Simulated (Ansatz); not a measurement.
# ClF2GeH3O: the cost of one run

Program: Ansatz 0.2.0. Level of theory: RKS B3LYP/def2-SVP. These are calculated values, not measurements.

**1. The starting structure**

Bond lengths: Ge1–F3 1.680 Å, Ge1–F4 1.679 Å, Ge1–O5 1.769 Å, O5–H6 1.010 Å, Ge1–Cl7 2.520 Å. Angles: F3–Ge1–F4 109.5°, F3–Ge1–O5 109.5°, F3–Ge1–Cl7 67.2°, F4–Ge1–O5 109.5°, F4–Ge1–Cl7 176.6°, O5–Ge1–Cl7 72.8°, Ge1–O5–H6 109.5°.

Coordinates:

```xyz
8

Ge    0.0000    0.0000    0.0000
H     0.0000    0.0000    1.9000
F     1.5842    0.0000   -0.5594
F    -0.7913    1.3709   -0.5594
O    -0.8337   -1.4443   -0.5894
H    -1.2883   -1.9100    0.1830
Cl    1.3153   -1.9973    0.7946
H     0.5391   -0.8187    1.9424
```

**2. Pulling towards end A**

Springs on the bonds that form and break draw the guess towards this end; the thresholds are loose.

The input, input.yaml:

```yaml
crystal:
  periodic: [false, false, false]
  atoms:
    - { symbol: Ge, position_ang: [0.0, 0.0, 0.0] }
    - { symbol: H, position_ang: [0.0, 0.0, 1.9] }
    - { symbol: F, position_ang: [1.5842, 0.0, -0.5594] }
    - { symbol: F, position_ang: [-0.7913, 1.3709, -0.5594] }
    - { symbol: O, position_ang: [-0.8337, -1.4443, -0.5894] }
    - { symbol: H, position_ang: [-1.2883, -1.91, 0.183] }
    - { symbol: Cl, position_ang: [1.3153, -1.9973, 0.7946] }
    - { symbol: H, position_ang: [0.5391, -0.8187, 1.9424] }
basis:
  gaussian: { orbitals: def2-SVP }
hamiltonian:
  xc: b3lyp
relax:
  f_tol: 0.15
  max_steps: 25
  restrain:
    - { distance: [0, 6], at: 3.42, k: 30.0 }
    - { distance: [7, 1], at: 1.86, k: 30.0 }
    - { distance: [0, 1], at: 1.55, k: 30.0 }
    - { distance: [7, 6], at: 1.37, k: 30.0 }
```

On the command line:

```sh
$ ansatz run input.yaml --threads 2 --pin off --max-ram 3072MiB --backend cpu --events-out ev --progress --plain --runs-dir out
```

What time and memory should one allow on 2 threads of AMD EPYC 9R45 (Zen 5), shared host?

About 13 s, with a peak of 0.28 GiB.
